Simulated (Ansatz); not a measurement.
# AlBF3: the cost of one run

Program: Ansatz 0.2.0. Level of theory: the levels named in each step. These are calculated values, not measurements.

## (1) The system as given

Bond lengths: F1–Al2 1.650 Å, Al2–B3 2.071 Å, B3–F4 1.342 Å, B3–F5 1.341 Å. Angles: F1–Al2–B3 151.8°, Al2–B3–F4 113.2°, Al2–B3–F5 113.4°, F4–B3–F5 111.5°.

Coordinates:

```xyz
5

F     2.5589   -0.2758   -0.1993
Al    0.9613   -0.1364    0.1885
B    -1.0227    0.1566   -0.3264
F    -1.7997   -0.9049   -0.0620
F    -1.5426    1.2845    0.1792
```

## (2) A rough first relaxation, PBE-D4/def2-SVP

Contents of input.yaml:

```yaml
crystal:
  periodic: [false, false, false]
  atoms:
    - { symbol: F, position_ang: [2.55894, -0.27578, -0.1993] }
    - { symbol: Al, position_ang: [0.96131, -0.13643, 0.18854] }
    - { symbol: B, position_ang: [-1.02269, 0.1566, -0.32638] }
    - { symbol: F, position_ang: [-1.79973, -0.90487, -0.062] }
    - { symbol: F, position_ang: [-1.54259, 1.28451, 0.17918] }
magnetization:
  spin_polarized: true
  initial_magnetization: 1
basis:
  gaussian: { orbitals: def2-SVP }
hamiltonian:
  xc: pbe
  dispersion: d4
relax:
  f_tol: 0.03
  max_steps: 200
```

The run is started by

```console
ansatz run input.yaml --threads 4 --pin off --max-ram 10240MiB --backend cpu --events-out ev --progress --plain --runs-dir out
```

Q: Estimate wall time and peak memory on 4 threads of Intel Xeon at 2.70GHz, shared host.

About 9.4 s, with a peak of 0.17 GiB.
